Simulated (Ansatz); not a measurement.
Predict the output of the script below (the Ansatz DFT code, driven from Python).

The script, `srcuo3_restart.py`:
```python
"""Start a denser mesh for SrCuO3 from a saved density."""

import ansatz as az
from ase import Atoms

atoms = Atoms(
    ["Sr", "Cu", "O", "O", "O"],
    scaled_positions=[
        [0.5, 0.5, 0.5],
        [0.0, 0.0, 0.0],
        [0.5, 0.0, 0.0],
        [0.0, 0.5, 0.0],
        [0.0, 0.0, 0.5],
    ],
    cell=[
        [3.8384, 0.0, 0.0],
        [0.0, 3.8384, 0.0],
        [0.0, 0.0, 3.8384],
    ],
    pbc=True,
)
cell = az.Crystal.from_ase(atoms)

calculation = (
    cell.calculation()
    .functional("r2SCAN")
    .accuracy("medium")
    .occupations("fermi_dirac", width=0.1)  # the run then minimises F = E - TS
    .mixing("anderson", beta=0.2)
    .eigensolver("davidson", mixed_precision=False)
    .scf(tolerance=1e-07, lower_state_search="off")
)
coarse = calculation.kpoints(*(3, 3, 3)).checkpoint(write="ground.run").run(threads=1, pin="off").report
warm = calculation.kpoints(*(6, 6, 6)).checkpoint(read="ground.run").run(threads=1, pin="off").report
cold = calculation.kpoints(*(6, 6, 6)).run(threads=1, pin="off").report
for label, report in (("coarse", coarse), ("fine, from the saved density", warm), ("fine, fresh start", cold)):
    print(f"{label:30s} F = {report['free_energy_ev']:.5f} eV  iterations {report['n_iterations']}")
```

```console
$ python srcuo3_restart.py
DeckWarning: basis.ecutwfc = 500 eV, auto-derived from the records' recommended cutoffs: set by Sr (their level for a meta-GGA)
coarse                         F = -11892.08535 eV  iterations 14
fine, from the saved density   F = -11891.96311 eV  iterations 14
fine, fresh start              F = -11891.96311 eV  iterations 14
```
(Warnings from the package without file and line, repeats left out.)

Caveats:
- These settings explore the input space; cutoff and mesh may be short of convergence.
- The cell holds an odd number of electrons and is run without spin, so a magnetic state may lie lower.
- The mesh is modest for a metal, so energies can be off by several to tens of meV an atom and pressures by half a GPa or more; differences at equal mesh fare better.
- Without a Hubbard U or exact exchange, semilocal functionals often make such 3d compounds metallic or too weakly gapped.
- This cell is a computed structure, which may not be the phase found in nature.
- Finished in 15 s on 1 thread of AMD EPYC 7R43 64-Core Processor (Zen 3), with other jobs on the host, peak memory 0.5 GiB.
